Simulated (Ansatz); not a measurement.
# Rh: the cost of one run

Computed with Ansatz 0.2.0 (DFT LDA, scalar-relativistic, plane waves, PAW, unless a step's input says otherwise).

3 further runs of the same task are left out: 3 set aside as unsound or not needed.

## 1. The structure to begin with

It takes space group P6_3/mmc (No. 194, hexagonal). Conventional cell: a = 2.670 Å, b = 2.670 Å, c = 4.299 Å, α = 90.00°, β = 90.00°, γ = 120.00°. Rh (site symmetry -6m2) is surrounded by 12 Rh at 2.65 to 2.67 Å.

Structure file:

```
CELL_PARAMETERS angstrom
2.66997 0.00000 0.00000
-1.33498 2.31226 0.00000
0.00000 0.00000 4.29889
ATOMIC_POSITIONS crystal
Rh 0.66667 0.33333 0.75000
Rh 0.33333 0.66667 0.25000
```

It goes back to an entry of the Materials Project, which need not be the stable form.

It is the result of an earlier relaxation at this level (volume 13.27 Å³/atom; gap on the mesh: none (metal)).

## 2. Tight relaxation for the response runs, with the smearing for a metal

Response functions are second derivatives at a minimum, so forces and stress are first brought close to zero on the mesh and occupations that the response runs use.

Contents of input.yaml:

```yaml
crystal:
  lattice:
    - [2.6699684003, 0.0, 0.0]
    - [-1.3349842001, 2.312260462, 0.0]
    - [0.0, 0.0, 4.2988893628]
  atoms:
    - { symbol: Rh, position: [0.6666666667, 0.3333333333, 0.75] }
    - { symbol: Rh, position: [0.3333333333, 0.6666666667, 0.25] }
basis:
  ecutwfc: 420
kpoints:
  mp_grid: { grid: [18, 18, 10] }
hamiltonian:
  xc: lda
scf:
  occupations: { method: fermi_dirac, width: 0.15 }
output:
  forces: true
  stress: true
  eigenvalues: true
  write_density: true
  write_potential: true
  elf: true
  volumetric_format: npy
relax:
  adjacent_minimum: "off"
  f_tol: 0.001
  max_steps: 60
  cell: { stress_tol: 0.01 }
```

Command:

```bash
ansatz run input.yaml --threads 1 --pin off --max-ram 3072MiB --backend cpu --events-out ev --progress --plain --runs-dir out
```

What time and memory should one allow on 1 thread of Intel Xeon 6975P-C (Granite Rapids), shared host?

About 18 s, with a peak of 0.44 GiB.
